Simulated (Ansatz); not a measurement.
# Mg3SiO: the cell at several levels of theory

Aim: relax antiperovskite Mg3SiO with PBE, r2SCAN, PBEsol and LDA and see how far the functionals disagree on the cell. This is a trial cell built on a prototype, not taken from a measured structure, and it needn't be the compound's ground state.

Program: Ansatz 0.2.0. PAW datasets, plane waves, zero pressure. The structure was generated, not taken from experiment, and needn't be the ground state; spin polarisation is off.

1 further run of the same task is left out (for a known fault of the program).

## Step 1: Starting point

This is the cell as the run starts from it, not yet at rest; its lengths are not the crystal's.

Space group Pm-3m (No. 221), cubic; conventional cell a = 3.899 Å, 11.85 Å³ an atom. Around Si lie 12 Mg at 2.76 Å; around O lie 6 Mg at 1.95 Å; around Mg lie 2 O at 1.95 Å and 4 Si at 2.76 Å.

Coordinates:

```xyz
5
Lattice="3.8990 0.0000 0.0000 0.0000 3.8990 0.0000 0.0000 0.0000 3.8990" Properties=species:S:1:pos:R:3 pbc="T T T"
Si    0.0000    0.0000    0.0000
O     1.9495    1.9495    1.9495
Mg    1.9495    1.9495    0.0000
Mg    1.9495    0.0000    1.9495
Mg    0.0000    1.9495    1.9495
```

## Step 2: Relaxing with PBE

Contents of input.yaml:

```yaml
crystal:
  lattice:
    - [3.89897514, 0.0, 0.0]
    - [0.0, 3.89897514, 0.0]
    - [0.0, 0.0, 3.89897514]
  atoms:
    - { symbol: Si, position: [0.0, 0.0, 0.0] }
    - { symbol: O, position: [0.5, 0.5, 0.5] }
    - { symbol: Mg, position: [0.5, 0.5, 0.0] }
    - { symbol: Mg, position: [0.5, 0.0, 0.5] }
    - { symbol: Mg, position: [0.0, 0.5, 0.5] }
kpoints:
  mp_grid: { grid: [6, 6, 6] }
hamiltonian:
  xc: pbe
scf:
  occupations: { method: fermi_dirac, width: 0.02 }
relax:
  f_tol: 0.005
  cell: {}
```

Run with:

```bash
$ ansatz run input.yaml --threads 2 --pin off --max-ram 20275MiB --backend cpu --events-out ev --progress --plain --runs-dir out
```

The runs that follow: r2SCAN: cell and atoms; Relaxing with PBEsol; LDA: cell and atoms.

Before running it: what results should come out? Wanted: for each run, a; volume; space group; SCF geometries.

The runs gave:

```
 level  a (Å)  volume (Å³/atom)  space group  SCF geometries
   PBE  4.221            15.037        Pm-3m               9
r2SCAN  4.184            14.645        Pm-3m               4
PBEsol  4.189            14.700        Pm-3m               4
   LDA  4.138            14.171        Pm-3m               7
```

The first relaxation changed the volume by +26.8 % from the start. The volume runs from LDA (least) to PBE (most), a spread of 6.1 %, or 2.0 % in length if all axes shared it alike.
